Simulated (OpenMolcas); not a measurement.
**Pd³⁺ in K2NaGaF6: CASSCF and CASPT2 levels and susceptibility**

Aim: the ligand-field states of Pd³⁺ in this surrounding, its lowest levels with spin-orbit coupling and its magnetic susceptibility.

Method: state-averaged CASSCF and CASPT2, spin-orbit coupling by RASSI with atomic mean-field integrals. Code: OpenMolcas 26.06.

## Step 1: What is computed

* Species: Pd³⁺ (palladium, Z = 46, 43 electrons)
* Basis: ANO-RCC-VDZP [6s5p3d1f], 151 functions with the ligands
* Scalar Hamiltonian: DKH2, point nucleus
* Inactive shells: 1s 2s 2p 3s 3p 3d 4s 4p of the metal, and all ligand shells
* Active space: 7 electrons in 5 orbitals (4d)
* Some configurations of this space: 4d7
* Orbitals: optimised for each spin and parity, averaged over all roots

The outer shells:

4d7
```
4d [↑↓][↑↓][↑ ][↑ ][↑ ]
```

Pd³⁺ is taken with its 6 nearest fluoride ions at 2.068 Å, on the cation site of K2NaGaF6 (a = 8.246 Å). The rest of the host is ab initio model potentials to 7.6 Å, with orthogonalisation functions on the cations behind the ligands, and point charges beyond; the distance is set by hand, nothing relaxes, and no local charge compensation is placed. Ligand basis ANO-RCC-VDZP.

```xyz
15

Pd    0.0000    0.0000    0.0000
F     2.0680    0.0000    0.0000
F     0.0000    2.0680    0.0000
F    -2.0680    0.0000    0.0000
F     0.0000   -2.0680    0.0000
F     0.0000    0.0000    2.0680
F     0.0000    0.0000   -2.0680
K     2.0615   -2.0615   -2.0615
K    -2.0615    2.0615    2.0615
K     2.0615   -2.0615    2.0615
K    -2.0615    2.0615   -2.0615
K     2.0615    2.0615   -2.0615
K    -2.0615   -2.0615    2.0615
K     2.0615    2.0615    2.0615
K    -2.0615   -2.0615   -2.0615
```

Each step is its own input file, run in one work folder so that later steps find the files of earlier ones. Labels, J, g values, rates, χT and fits are worked out afterwards by a script from the matrices that RASSI stores.

## Step 2: One- and two-electron integrals

The input, a.inp:

```
&GATEWAY
Basis set
Pd.ANO-RCC-VDZP.
Pd1 0.0 0.0 0.0 Angstrom
End of basis
Basis set
F.ANO-RCC-VDZP.
L1 2.068000 0.000000 0.000000 Angstrom
L2 0.000000 2.068000 0.000000 Angstrom
L3 0.000000 0.000000 2.068000 Angstrom
End of basis
Basis set
Na.EMB-AIMP.Barandiaran.6s3p.1s1p.ECP.K2NaGaF6.
PseudoCharge
* 3 symmetry-unique lattice sites within 7.6 angstrom
End of basis
Basis set
K.EMB-AIMP.Barandiaran.0s.0s.ECP.K2NaGaF6.
PseudoCharge
* 16 symmetry-unique lattice sites within 7.6 angstrom
End of basis
Basis set
Na.EMB-AIMP.Barandiaran.0s.0s.ECP.K2NaGaF6.
PseudoCharge
* 4 symmetry-unique lattice sites within 7.6 angstrom
End of basis
Basis set
F.EMB-AIMP.Barandiaran.0s.0s.ECP.K2NaGaF6.
PseudoCharge
* 39 symmetry-unique lattice sites within 7.6 angstrom
End of basis
Basis set
Ga.EMB-AIMP.Barandiaran.0s.0s.ECP.K2NaGaF6.
PseudoCharge
* 6 symmetry-unique lattice sites within 7.6 angstrom
End of basis
Symmetry
XYZ
AngMom=0.0 0.0 0.0
AMFI
RICD
XField
1521 Angstrom 0
* Evjen-weighted lattice charges
&SEWARD
```

Started as:

```console
$ OMP_NUM_THREADS=1 MOLCAS_MEM=2457 MOLCAS_PROJECT=a pymolcas a.inp > a.log
```

## Step 3: CASSCF: quartets, 10 roots

The input, a.inp:

```
&RASSCF
FileOrb=start.orb
Symmetry=1
Spin=4
nActEl=7 0 0
Inactive=24 24
Ras2=5 0
CIRoot=10 10 1
SDav=10
CIMx=300
Iter=150 100
PrWF=0.3
OrbListing=Nothing
MaxOrb=0
LevShft=1.0
>>> COPY $Project.JobIph JOB001
```

start.orb holds start orbitals that the driver prepared beforehand, or those of the step before.

## Step 4: Reference wave functions, doublets, 40 roots

The input, a.inp:

```
&RASSCF
FileOrb=start.orb
Symmetry=1
Spin=2
nActEl=7 0 0
Inactive=24 24
Ras2=5 0
CIRoot=40 40 1
SDav=40
CIMx=300
Iter=150 100
PrWF=0.3
OrbListing=Nothing
MaxOrb=0
LevShft=1.0
>>> COPY $Project.JobIph JOB002
```

## Step 5: State interaction with spin-orbit coupling

The input, a.inp:

```
&RASSI
NrOfJobIphs=2 10 40
1 2 3 4 5 6 7 8 9 10
1 2 3 4 5 6 7 8 9 10 11 12 13 14 15 16 17 18 19 20 21 22 23 24 25 26 27
28 29 30 31 32 33 34 35 36 37 38 39 40
IphNames
JOB001
JOB002
EJob
SpinOrbit
DIPRint=1.0
SOCoupling=1000.0
Subsets=2
Property=9
'ANGMOM' 1 'ANGMOM' 2 'ANGMOM' 3 'MLTPL  1' 1 'MLTPL  1' 2 'MLTPL  1' 3
'AMFI' 1 'AMFI' 2 'AMFI' 3
SOProperty=3
'ANGMOM' 1 'ANGMOM' 2 'ANGMOM' 3
```

## Step 6: CASPT2: IPEA 0.25, imaginary shift 0.1 (closed shells correlated: 4s 4p of the metal, with ligand shells; the Frozen line counts the rest)

The input, a.inp:

```
>>> COPY JOB001 $Project.JobIph
&CASPT2
Multistate=10 1 2 3 4 5 6 7 8 9 10
NoMult
Frozen=11 9
IPEA=0.25
Imaginary=0.1
MaxIter=60
WThr=0.0 0.3 0.05
PrWF=0.5
NoMix
>>> COPY JOB002 $Project.JobIph
&CASPT2
Multistate=40 1 2 3 4 5 6 7 8 9 10 11 12 13 14 15 16 17 18 19 20 21 22
23 24 25 26 27 28 29 30 31 32 33 34 35 36 37 38 39 40
NoMult
Frozen=11 9
IPEA=0.25
Imaginary=0.1
MaxIter=60
WThr=0.0 0.3 0.05
PrWF=0.5
NoMix
```

(Steps that only read results are left out.)

What does the calculation give? Wanted: spin-free ground state; first state of the same spin within the active space; lowest level; next level.

**Answer**, as computed:

| quantity | value |
| --- | --- |
| method | SS-CASPT2, IPEA 0.25, imaginary shift 0.1 (closed shells correlated: 4s 4p of the metal, with ligand shells; the Frozen line counts the rest) |
| spin-free ground state | 2E, 2-fold in its orbital part |
| first state of the same spin within the active space | 2T1 at 18800 cm⁻¹ |
| lowest level | 4-fold Γ8 |
| next level | 9553.9 cm⁻¹ |
| χT at 300 K | 0.49 cm³ K/mol |
| effective moment at 300 K | 1.97 μB |

Cost by method:

| method | time of its own steps | time with the reference |
| --- | --- | --- |
| A. CASSCF | 27 s | 27 s |
| B. SS-CASPT2, IPEA 0.25, imaginary shift 0.1, +4s 4p | 2.9 min | 3.3 min |

Times are of one thread on a shared host.

In words: The spin-free ground state (2E) is 2-fold and has less than the highest spin computed. χT at 300 K is 0.49, against 0.38 cm³ K/mol for the spin alone, so orbital moment adds to it. CASPT2 does not keep the components of a term degenerate, and the means are used. An orbital doublet at a regular site is open to a Jahn-Teller distortion, which this geometry leaves out. With metal d orbitals alone active, the gaps between spin states are rough; where two lie within a few thousand cm-1, their order is open.
